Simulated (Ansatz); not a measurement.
Here is an Ansatz input file for CuHS, SMILES [SH][Cu]. Write the same calculation for the Python package.

```yaml
crystal:
  periodic: [false, false, false]
  atoms:
    - { symbol: S, position_ang: [-0.399, 0.377, -0.1858] }
    - { symbol: Cu, position_ang: [1.5452, 0.2657, 0.8773] }
    - { symbol: H, position_ang: [-1.1571, -0.7075, -0.7047] }
basis:
  gaussian:
    orbitals: def2-SVP
correlation:
  method: sc_nevpt2
  active_space:
    window:
      electrons: 4
      orbitals: 4
```

The script, `cas_cuhs.py`:
```python
'''Static correlation in CuHS: natural occupations of an active space.'''

import ansatz as az
from ase import Atoms

atoms = Atoms(['S', 'Cu', 'H'], positions=[
    (-0.399, 0.377, -0.1858),
    (1.5452, 0.2657, 0.8773),
    (-1.1571, -0.7075, -0.7047),
])
mol = az.Crystal.molecule_from_ase(atoms)

model = (
    mol.calculation()
    .basis(gaussian='def2-SVP')
    .correlation(active_electrons=4, active_orbitals=4)
)
for method in ['sc_nevpt2']:
    r = (model if method is None else model.correlation(method)).run(threads=1, pin='off').report
    space = r['configurations']
    state = space['states'][0]
    print(method or 'casscf', f'total {r["free_energy_ev"] / 27.211386246:.6f} Ha, active-space state {state["energy"]["hartree"]:.6f} Ha, mean field {r["reference_energy_ev"] / 27.211386246:.6f} Ha')
    print('  determinants', state['n_determinants'], ' natural occupations', [round(n, 3) for n in space['natural_occupations']])
print('effectively unpaired electrons, sum of min(n, 2 - n):', round(sum(min(n, 2 - n) for n in space['natural_occupations']), 3))
```

```console
$ python cas_cuhs.py
sc_nevpt2 total -2037.194475 Ha, active-space state -2036.722252 Ha, mean field -2036.693771 Ha
  determinants 36  natural occupations [1.984, 1.971, 0.031, 0.014]
effectively unpaired electrons, sum of min(n, 2 - n): 0.089
```

Reading the output:
- Total energies depend on the basis set; only differences at equal settings carry meaning.
- The geometry is a force-field or estimated start, not a minimum of this method, and the basis set is short of its limit. The active space starts as a window about the frontier orbitals and is then optimised, not chosen by chemistry.
- The whole script took 3.2 s on 1 thread of Arm Neoverse V1, with other jobs on the host, peak memory 0.18 GiB.

(Lines on the test bed's own set-up are left out of the output.)
